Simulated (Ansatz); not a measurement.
# Co: the cost of one run

Computed with Ansatz 0.2.0 (the levels named in each step, unless a step's input says otherwise).

**1. The starting structure**

Structure file:

```xyz
1

Co    0.0000    0.0000    0.0000
```

**2. Single point, PBE0/def2-TZVPP**

Input file input.yaml:

```yaml
crystal:
  periodic: [false, false, false]
  atoms:
    - { symbol: Co, position_ang: [0.0, 0.0, 0.0] }
magnetization:
  spin_polarized: true
  initial_magnetization: 2
total_charge: 1
basis:
  gaussian: { orbitals: def2-TZVPP }
hamiltonian:
  xc: pbe0
```

On the command line:

```bash
ansatz run input.yaml --threads 2 --pin off --max-ram 5120MiB --backend cpu --events-out ev --progress --plain --runs-dir out
```

**Question.** How long does this run take on 2 threads of Arm Neoverse V1, shared host, and how much memory does it need?

About 2.1 s, with a peak of 0.11 GiB.
